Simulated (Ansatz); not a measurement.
# Sn: stress in a strained cell

Aim: deform Sn (equal xy, yz and zx engineering shear strains of -1 %) and compute stress, forces and field gradients with LAPW, PAW and all-electron datasets made for the crystal.

Method: DFT LDA, scalar-relativistic, in Ansatz 0.2.0.

## Step 1: The starting structure

The structure is cubic, space group Fd-3m (No. 227). The conventional cell has a = 6.491 Å, b = 6.491 Å, c = 6.491 Å, α = 90.00°, β = 90.00°, γ = 90.00°. Around Sn (site symmetry -43m) lie 4 Sn at 2.81 Å.

Structure file:

```xyz
2
Lattice="0.0000 3.2456 3.2456 3.2456 0.0000 3.2456 3.2456 3.2456 0.0000" Properties=species:S:1:pos:R:3 pbc="T T T"
Sn    3.2456    3.2456    3.2456
Sn    4.8684    4.8684    4.8684
```

Atoms are numbered in the order of the input: Sn1, Sn2.

## Step 2: After the deformation

Space group Fd-3m before, R-3m after.

## Step 3: LAPW, all electrons

The input, input.yaml:

```yaml
crystal:
  lattice:
    - [-0.032456, 3.229372, 3.229372]
    - [3.229372, -0.032456, 3.229372]
    - [3.229372, 3.229372, -0.032456]
  atoms:
    - { symbol: Sn, position: [0.5, 0.5, 0.5] }
    - { symbol: Sn, position: [0.75, 0.75, 0.75] }
kpoints:
  mp_grid: { grid: [9, 9, 9] }
  band_path:
    path:
      - [0.0, 0.0, 0.0]
      - [0.5, 0.5, 0.5]
      - [0.2525443832, 0.5, 0.7474556168]
      - [-0.2525443832, 0.2525443832, 0.5]
      - [0.0, 0.0, 0.5]
      - [0.0, 0.0, 0.0]
      - [-0.3762721916, 0.0, 0.3762721916]
      - [0.0, 0.3762721916, 0.6237278084]
      - [0.0, 0.5, 0.5]
    npoints: 5
scf:
  occupations: { method: fermi_dirac, width: 0.03 }
hamiltonian:
  xc: lda
  pseudopotentials: { kind: all_electron, lapw: { basis_error: 0.00025 } }
output:
  forces: true
  stress: true
  eigenvalues: true
```

Command:

```bash
$ ansatz run input.yaml --threads 1 --pin off --max-ram 3072MiB --backend cpu --events-out ev --progress --plain --runs-dir out
```

## Step 4: PAW on the default files

The input, input.yaml:

```yaml
crystal:
  lattice:
    - [-0.032456, 3.229372, 3.229372]
    - [3.229372, -0.032456, 3.229372]
    - [3.229372, 3.229372, -0.032456]
  atoms:
    - { symbol: Sn, position: [0.5, 0.5, 0.5] }
    - { symbol: Sn, position: [0.75, 0.75, 0.75] }
kpoints:
  mp_grid: { grid: [9, 9, 9] }
scf:
  occupations: { method: fermi_dirac, width: 0.03 }
hamiltonian:
  xc: lda
  pseudopotentials: { kind: paw }
output:
  forces: true
  stress: true
  eigenvalues: true
  efg: { contact_densities: true }
```

## Step 5: Datasets made for this crystal

Changes to input.yaml since step 4:

```diff
@@ -14,3 +14,3 @@
   xc: lda
-  pseudopotentials: { kind: paw }
+  pseudopotentials: { kind: all_electron, datasets: crystal }
 output:
```

(Steps that only read results are left out.)

**Question.** What will these runs give? Wanted: pressure; largest shear or deviatoric stress.

**Answer**, as computed:

```
                                 quantity                                              value
                                 pressure  LAPW -0.34, PAW -0.34, crystal datasets -0.33 GPa
largest shear or deviatoric stress (LAPW)                                           0.50 GPa
```

In words: The largest part of the stress beyond the pressure is 0.50 GPa in size; the atoms are carried along and not relaxed. No run of the undeformed cell stands beside it, so the pressure holds what the given cell had before the change. PAW: stress within 0.01 GPa of LAPW, forces within 1 meV/Å. Crystal datasets: stress within 0.01 GPa of LAPW, forces within 1 meV/Å.
